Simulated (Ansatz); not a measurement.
# AlBH7NSi: the cost of one run

The runs use Ansatz 0.2.0, Gaussian basis; the settings change from run to run.

### Step 1. The relaxed structure

The structure was relaxed beforehand with PBE0-D4 in a triple-zeta def2 set.

SMILES `[BH2][Al]([NH2])[SiH3]`, 11 atoms, charge 0, spin multiplicity 1.

Atoms are counted from 1 here; the program's logs count them from 0.

Bond lengths: B1–Al2 2.124 Å, B1–H5 1.200 Å, B1–H6 1.200 Å, Al2–N3 1.774 Å, Al2–Si4 2.464 Å, N3–H7 1.008 Å, N3–H8 1.007 Å, Si4–H9 1.493 Å, Si4–H10 1.493 Å, Si4–H11 1.493 Å. Angles: Al2–B1–H5 122.8°, Al2–B1–H6 122.7°, H5–B1–H6 114.4°, B1–Al2–N3 121.4°, B1–Al2–Si4 123.3°, N3–Al2–Si4 115.3°, Al2–N3–H7 124.0°, Al2–N3–H8 126.0°, H7–N3–H8 110.0°, Al2–Si4–H9 111.8°, Al2–Si4–H10 111.8°, Al2–Si4–H11 112.5°, H9–Si4–H10 106.3°, H9–Si4–H11 107.0°, H10–Si4–H11 107.0°.

Geometry (Å):

```mol
AlBH7NSi
  3D, bonds by distance, orders not assigned

 11 10  0  0  0  0  0  0  0  0999 V2000
   -1.5819    1.6323    0.5255 B   0  0
   -0.0890    0.1265    0.3937 Al  0  0
    0.6988   -0.5232    1.8437 N   0  0
    0.6733   -0.8379   -1.7413 Si  0  0
   -2.7523    1.3817    0.6126 H   0  0
   -1.3294    2.8039    0.4612 H   0  0
    1.4112   -1.2357    1.8265 H   0  0
    0.5106   -0.2464    2.7937 H   0  0
    1.2299    0.2043   -2.6544 H   0  0
   -0.4435   -1.4938   -2.4845 H   0  0
    1.7378   -1.8685   -1.5560 H   0  0
  1  2  8  0
  2  3  8  0
  2  4  8  0
  1  5  8  0
  1  6  8  0
  3  7  8  0
  3  8  8  0
  4  9  8  0
  4 10  8  0
  4 11  8  0
M  END
```

### Step 2. CAM-B3LYP/aug-pcseg-2

Options: charge +1, multiplicity 2, finite nuclei.

in.yaml

```yaml
crystal:
  periodic: [false, false, false]
  atoms:
    - {symbol: B, position_ang: [-1.581857, 1.632321, 0.525461]}
    - {symbol: Al, position_ang: [-0.089031, 0.126476, 0.393655]}
    - {symbol: N, position_ang: [0.698792, -0.523229, 1.843688]}
    - {symbol: Si, position_ang: [0.673282, -0.837913, -1.741268]}
    - {symbol: H, position_ang: [-2.752298, 1.381718, 0.612612]}
    - {symbol: H, position_ang: [-1.329390, 2.803905, 0.461209]}
    - {symbol: H, position_ang: [1.411151, -1.235667, 1.826463]}
    - {symbol: H, position_ang: [0.510597, -0.246418, 2.793721]}
    - {symbol: H, position_ang: [1.229927, 0.204288, -2.654395]}
    - {symbol: H, position_ang: [-0.443482, -1.493830, -2.484534]}
    - {symbol: H, position_ang: [1.737810, -1.868550, -1.556012]}
basis:
  gaussian: {orbitals: aug-pcseg-2, nuclear_model: gaussian}
total_charge: 1
magnetization: {spin_polarized: true, initial_magnetization: 1}
hamiltonian: {xc: {name: CAM-B3LYP}}
output: {forces: true}
```

Started as:

```bash
$ ansatz run in.yaml --threads 2 --pin off --events-out ev --progress --plain --max-ram 4352MiB
```

**Question.** How long does this run take on 2 threads of Arm Neoverse V1, shared host, and how much memory does it need?

About 3.1 min, with a peak of 1.6 GiB.
